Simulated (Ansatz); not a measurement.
# FH₄OSiSn radical: how energies converge with the basis set

How large a basis does FH₄OSiSn radical need? Two functionals are run in growing sets.

The runs use Ansatz 0.2.0, Gaussian basis; one geometry, several basis sets.

Levels to be run: PBE0-D4/def2-SVP; ωB97M-V/def2-SVP; PBE0-D4/def2-QZVPP; ωB97M-V/def2-QZVPP; the functionals' def2-TZVPP values are taken from earlier runs.

## Step 1: Structure used throughout

The geometry comes from an earlier relaxation with PBE0-D4 in a triple-zeta def2 set; it is a stationary point, not always the lowest conformer. Sn takes the def2 core potential; no spin-orbit term is included.

SMILES `[F][SnH][O][SiH3]`, 8 atoms, charge 0, spin multiplicity 2.

Atoms are counted from 1 here; the program's logs count them from 0.

Bond lengths: F1–Sn2 1.929 Å, Sn2–O3 1.951 Å, Sn2–H5 1.742 Å, O3–Si4 1.640 Å, Si4–H6 1.486 Å, Si4–H7 1.486 Å, Si4–H8 1.490 Å. Angles: F1–Sn2–O3 102.1°, F1–Sn2–H5 106.1°, O3–Sn2–H5 105.6°, Sn2–O3–Si4 137.7°, O3–Si4–H6 108.6°, O3–Si4–H7 110.5°, O3–Si4–H8 111.0°, H6–Si4–H7 109.2°, H6–Si4–H8 108.8°, H7–Si4–H8 108.7°.

## Step 2: PBE0-D4 in def2-SVP

in.yaml reads:

```yaml
crystal:
  periodic: [false, false, false]
  atoms:
    - {symbol: F, position_ang: [-1.607292, 1.731735, 1.020339]}
    - {symbol: Sn, position_ang: [-0.420697, 1.874538, -0.493480]}
    - {symbol: O, position_ang: [0.210005, 0.039323, -0.694426]}
    - {symbol: Si, position_ang: [0.713760, -1.182680, 0.276905]}
    - {symbol: H, position_ang: [-1.435741, 2.176268, -1.877067]}
    - {symbol: H, position_ang: [1.729067, -1.982092, -0.456730]}
    - {symbol: H, position_ang: [-0.427241, -2.061325, 0.643632]}
    - {symbol: H, position_ang: [1.330339, -0.652868, 1.525027]}
basis:
  gaussian: {orbitals: def2-SVP}
magnetization: {spin_polarized: true, initial_magnetization: 1}
hamiltonian: {xc: pbe0, dispersion: d4}
output: {orbitals: {seedname: orbitals}}
```

The runs that follow: ωB97M-V in def2-SVP; PBE0-D4 in def2-QZVPP; ωB97M-V in def2-QZVPP.

Before running them: what should the planned runs give, taken together? Wanted: PBE0-D4: double and triple zeta above quadruple; ωB97M-V: double and triple zeta above quadruple.

**Answer**, as computed:

| quantity | value |
| --- | --- |
| PBE0-D4: double and triple zeta above quadruple | 10.04, 0.64 eV |
| ωB97M-V: double and triple zeta above quadruple | 10.18, 0.60 eV |

**Reading.** PBE0-D4 gains 9.40 eV from double to triple zeta, then 0.64 eV more. These are total energies; as a rule much of such shifts cancels in differences, which this series doesn't test.
